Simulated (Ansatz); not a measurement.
# MgB2 (P6/mmm): equation of state

One table from this session's results is given with a row withheld; the runs are named, their logs left out.

Program: Ansatz 0.2.0. Level of theory: DFT PBE, scalar-relativistic, plane waves, PAW. These are calculated values, not measurements.

2 further runs of the same task are left out: 2 that didn't finish.

## The system as given

It takes space group P6/mmm (No. 191, hexagonal). Conventional cell: a = 3.078 Å, b = 3.078 Å, c = 3.514 Å, α = 90.00°, β = 90.00°, γ = 120.00°. Mg (site symmetry 6/mmm) has 12 B at 2.50 Å as nearest neighbours. B (site symmetry -6m2) has 3 B at 1.78 Å and 6 Mg at 2.50 Å as nearest neighbours.

Coordinates:

```xyz
3
Lattice="3.0782 0.0000 0.0000 -1.5391 2.6658 0.0000 0.0000 0.0000 3.5136" Properties=species:S:1:pos:R:3 pbc="T T T"
Mg    0.0000    0.0000    0.0000
B     0.0000    1.7772    1.7568
B     1.5391    0.8886    1.7568
```

An earlier run at PBE left this cell at 9.611 Å³/atom and -0.02 GPa (12×12×10 mesh).

Volume factors to run: 0.980, 1.020, 0.960, 1.040.

The first run:

input.yaml reads:

```yaml
crystal:
  lattice:
    - [3.0575425059, 0.0, 0.0]
    - [-1.528771253, 2.6479094833, 0.0]
    - [0.0, 0.0, 3.4900349469]
  atoms:
    - { symbol: Mg, position: [0.0, 0.0, 0.0] }
    - { symbol: B, position: [0.3333333333, 0.6666666667, 0.5] }
    - { symbol: B, position: [0.6666666667, 0.3333333333, 0.5] }
basis:
  ecutwfc: 420
  ecutrho_ratio: 4
kpoints:
  mp_grid: { grid: [12, 12, 10] }
hamiltonian:
  xc: pbe
scf:
  occupations: { method: gaussian, width: 0.05 }
output:
  forces: true
  stress: true
  eigenvalues: true
relax:
  f_tol: 0.01
  max_steps: 40
  cell: { stress_tol: 0.1, fix: [volume] }
```

On the command line:

```console
ansatz run input.yaml --threads 4 --pin off --max-ram 7168MiB --backend cpu --events-out ev --progress --plain --runs-dir out
```

Steps of the session up to this table: At 0.980 of the relaxed volume; At 1.020 of the relaxed volume; At 0.960 of the relaxed volume; At 1.040 of the relaxed volume.

One of the session's tables, all rows but one given; the rest of the session is left out.

It belongs to the step «The fit». 

```
volume (Å³/atom)  energy (meV/atom)  pressure (GPa)
           9.226               7.35            6.34
           9.419                  ?               ?
           9.611               0.00           -0.02
           9.803               1.70           -2.76
           9.995               6.55           -5.26
```

Q: Estimate the row for volume (Å³/atom) = 9.419 from the others.

Worked estimate for «energy (meV/atom)». A straight line through the neighbours (9.226, 7.35) and (9.611, 0.00) gives 7.35 + (0.00 − 7.35) × (9.419 − 9.226) / (9.611 − 9.226) = 3.67; a parabola fitted to 3 rows on both sides gives 1.87.

**Answer.** energy (meV/atom): 1.77; pressure (GPa): 3.01. In «energy (meV/atom)» the line misses by +1.90 and the parabola by +0.10.
